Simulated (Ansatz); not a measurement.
# CH6B3F: a ladder of functionals and wavefunction methods

How much do the methods differ for CH6B3F? The plan is to run it at one geometry with functionals of several rungs and with coupled cluster. The yardstick is the atomisation energy at the CCSD(T) limit.

Method: functionals in def2-TZVPP, the program's frozen cores in correlated methods; program: Ansatz 0.2.0, Gaussian basis.

Levels to be run: LDA (SPW92), PBE-D4, revPBE-D4, BLYP-D4, r2SCAN-D4, B97M-V, PBE0-D4, B3LYP-D4, r2SCANh-D4, r2SCAN0-D4, HSE06-D4, BHLYP-D4, CAM-B3LYP-D4, LC-ωPBE, ωB97X-V, ωB97M-V, B2PLYP, PBE-QIDH; CCSD(T)/def2-SVP; CCSD(T)/def2-TZVPP; MP2/def2-QZVPP; extrapolation to the limit; RPA on PBE.

### 1 Structure used throughout

All runs share one geometry, relaxed beforehand with PBE0-D4 in a triple-zeta def2 set.

SMILES `BCB(B)F`, 11 atoms, charge 0, spin multiplicity 1.

Atoms are counted from 1 here; the program's logs count them from 0.

Bond lengths: B1–C2 1.547 Å, B1–H6 1.197 Å, B1–H7 1.196 Å, C2–B3 1.581 Å, C2–H8 1.097 Å, C2–H9 1.093 Å, B3–B4 1.679 Å, B3–F5 1.336 Å, B4–H10 1.199 Å, B4–H11 1.198 Å. Angles: C2–B1–H6 120.7°, C2–B1–H7 120.5°, H6–B1–H7 118.8°, B1–C2–B3 108.0°, B1–C2–H8 111.0°, B1–C2–H9 112.4°, B3–C2–H8 104.4°, B3–C2–H9 109.4°, H8–C2–H9 111.2°, C2–B3–B4 121.9°, C2–B3–F5 117.2°, B4–B3–F5 120.9°, B3–B4–H10 121.6°, B3–B4–H11 122.0°, H10–B4–H11 116.3°.

### 2 LDA

This LDA is Slater exchange with PW92 correlation.

Input file in.yaml:

```yaml
crystal:
  periodic: [false, false, false]
  atoms:
    - {symbol: B, position_ang: [-1.207899, 0.756955, -1.081475]}
    - {symbol: C, position_ang: [-0.112720, -0.324228, -0.919237]}
    - {symbol: B, position_ang: [0.830959, 0.110016, 0.272476]}
    - {symbol: B, position_ang: [0.734460, -0.607569, 1.786945]}
    - {symbol: F, position_ang: [1.720036, 1.075904, 0.026485]}
    - {symbol: H, position_ang: [-2.272693, 0.632710, -0.548054]}
    - {symbol: H, position_ang: [-0.986903, 1.755733, -1.701493]}
    - {symbol: H, position_ang: [0.547861, -0.349293, -1.794900]}
    - {symbol: H, position_ang: [-0.530191, -1.312898, -0.710279]}
    - {symbol: H, position_ang: [-0.035084, -0.216825, 2.618804]}
    - {symbol: H, position_ang: [1.377475, -1.577503, 2.071426]}
basis:
  gaussian: {orbitals: def2-TZVPP}
hamiltonian: {xc: lda}
output: {orbitals: {seedname: orbitals}}
```

Run with:

```
$ ansatz run in.yaml --threads 2 --pin off --events-out ev --progress --plain --max-ram 4352MiB
```

The runs that follow: PBE-D4 (GGA); revPBE-D4 (GGA); BLYP-D4 (GGA); r2SCAN-D4 (meta-GGA); B97M-V (meta-GGA); PBE0-D4 (hybrid); B3LYP-D4 (hybrid); r2SCANh-D4 (hybrid); r2SCAN0-D4 (hybrid); HSE06-D4 (hybrid); BHLYP-D4 (hybrid); CAM-B3LYP-D4 (range-separated); LC-ωPBE (range-separated); ωB97X-V (range-separated); ωB97M-V (range-separated); B2PLYP (double hybrid); PBE-QIDH (double hybrid); CCSD(T) in def2-SVP; CCSD(T) in def2-TZVPP; MP2 in def2-QZVPP; RPA on PBE orbitals.

Before running them: what should the planned runs give, taken together? Wanted: atomisation energy, CCSD(T)/CBS; farthest beyond LDA; mean size of error, GGA; mean size of error, meta-GGA; mean size of error, hybrid; mean size of error, range-separated; mean size of error, double hybrid; gap, smallest and largest; T1 diagnostic.

As calculated:

```
                               quantity                                      value
        atomisation energy, CCSD(T)/CBS                              4116.3 kJ/mol
 functionals within 20.6 kJ/mol (0.5 %)                          revPBE-D4, B2PLYP
                    farthest beyond LDA                     PBE-D4 (+101.3 kJ/mol)
                mean size of error, GGA                                45.0 kJ/mol
           mean size of error, meta-GGA                                68.1 kJ/mol
             mean size of error, hybrid                                45.2 kJ/mol
    mean size of error, range-separated                                52.8 kJ/mol
      mean size of error, double hybrid                                20.7 kJ/mol
              gap, smallest and largest  3.38 eV (LDA (SPW92)), 11.10 eV (LC-ωPBE)
                          T1 diagnostic                                     0.0129
triples share of the correlation energy                                      3.3 %
```

**Reading.** LDA overbinds by 557.9 kJ/mol (14 %). PBE-D4 is off by +101.3 kJ/mol. Double hybrids carry the basis error of their MP2 part in triple zeta, and no dispersion term here, so their miss is partly the set-up's. By mean error the best rung here is double hybrid (20.7 kJ/mol) and the worst beyond LDA is meta-GGA (68.1 kJ/mol). The reference freezes the cores and leaves out relativity and excitations past (T), so misses under about 20.6 kJ/mol can't be ranked. Hartree-Fock recovers 80 % of the binding; the rest is correlation. CCSD(T) in def2-SVP is off by -138.3 kJ/mol, more than most functionals: a good method in a small basis is no reference. Orbital gaps span 3.4 to 11.1 eV; exact exchange widens them.
